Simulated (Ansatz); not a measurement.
# Be2H2 (singlet): wave-function methods side by side at distance Be1–H3 = 2.483 Å, cc-pVDZ

How much of the correlation energy of Be2H2 (singlet) does each wave-function method recover here?

Program: Ansatz 0.2.0, Gaussian basis. Level of theory: cc-pVDZ, core rule «outside noble gas», up to 2 orbitals frozen. These are calculated values, not measurements.

To be run: UHF; CCSD(T) on RHF; CCSD(T) on UHF; BCCD(T) on RHF; CISD; CCSDT(Q) on RHF; CCSDT(Q) on UHF; CASSCF and MRCISD+Q, 2 electrons in 2 orbitals; CASSCF and NEVPT2, 2 electrons in 2 orbitals; Full CI.

45 further runs of the same task are left out: 25 for a known fault of the program, 13 that didn't finish, 7 set aside as unsound or not needed.

**1. The system**

The geometry derives from a PBE0/def2-TZVP stationary point (not a proven minimum). One bond is set to the value named and the two fragments are kept rigid.

4 atoms, charge 0, spin multiplicity 1.

Atoms are counted from 1 here; the program's logs count them from 0.

Bond lengths: Be2–H4 1.348 Å.

Geometry (Å):

```xyz
4

Be    0.0000    0.0000    0.7689
Be    0.0000    0.0000   -1.3366
H     0.0000    0.0000    3.2519
H     0.0000    0.0000   -2.6841
```

**2. UHF**

File in.yaml:

```yaml
crystal:
  periodic: [false, false, false]
  atoms:
    - {symbol: Be, position_ang: [0.000000, 0.000000, 0.768859]}
    - {symbol: Be, position_ang: [0.000000, 0.000000, -1.336600]}
    - {symbol: H, position_ang: [0.000000, 0.000000, 3.251860]}
    - {symbol: H, position_ang: [0.000000, 0.000000, -2.684118]}
basis:
  gaussian: {orbitals: cc-pVDZ}
magnetization: {spin_polarized: true, initial_magnetization: 0}
hamiltonian: {xc: hf}
output: {orbitals: {seedname: orbitals}}
```

Command:

```
$ ansatz run in.yaml --threads 1 --pin off --events-out ev --progress --plain --max-ram 2393MiB
```

After this run come: CCSD(T) on RHF; CCSD(T) on UHF; BCCD(T) on RHF; CISD; CCSDT(Q) on RHF; CCSDT(Q) on UHF; CASSCF and MRCISD+Q, 2 electrons in 2 orbitals; CASSCF and NEVPT2, 2 electrons in 2 orbitals; Full CI.

Q: Predict the results of all the runs planned. Wanted: FCI below the RHF energy; RMP2 from FCI; UMP2 from FCI; RCCSD from FCI; RCCSD(T) from FCI; UCCSD(T) from FCI; RCCSDT(Q) from FCI; UCCSDT(Q) from FCI; NEVPT2 pair from FCI.

As calculated:

```
                         quantity                                                                             value
         FCI below the RHF energy                                                                        -3.3076 eV
                    RMP2 from FCI                                                                     +105.8 kJ/mol
                    UMP2 from FCI                                                                     +122.2 kJ/mol
                   RCCSD from FCI                                                                       +9.4 kJ/mol
                RCCSD(T) from FCI                                                                       +2.8 kJ/mol
                UCCSD(T) from FCI                                                                       +4.1 kJ/mol
               RCCSDT(Q) from FCI                                                                       +0.1 kJ/mol
               UCCSDT(Q) from FCI                                                                       +0.1 kJ/mol
             NEVPT2 pair from FCI                                                                      +67.1 kJ/mol
           MRCISD+Q pair from FCI                                                                       -3.1 kJ/mol
levels within 1 kcal/mol (43 meV)  RCCSD(T), UCCSD(T), BCCD(T), RCCSDT, UCCSDT, RCCSDT(Q), UCCSDT(Q), MRCISD+Q pair
                    T1 diagnostic                                                                             0.032
   effectively unpaired electrons                                                                              0.25
```

In words: RCCSD(T) misses by +2.8 kJ/mol, 0.9 % of the correlation energy. MRCISD+Q pair falls below full CI: the +Q correction isn't variational, and the cores differ from full CI's. The occupations show some static correlation. Of the multireference levels listed MRCISD+Q pair comes nearest in total energy (-3.1 kJ/mol), which doesn't show that its space is the better one. These misses are within one basis, not against nature.
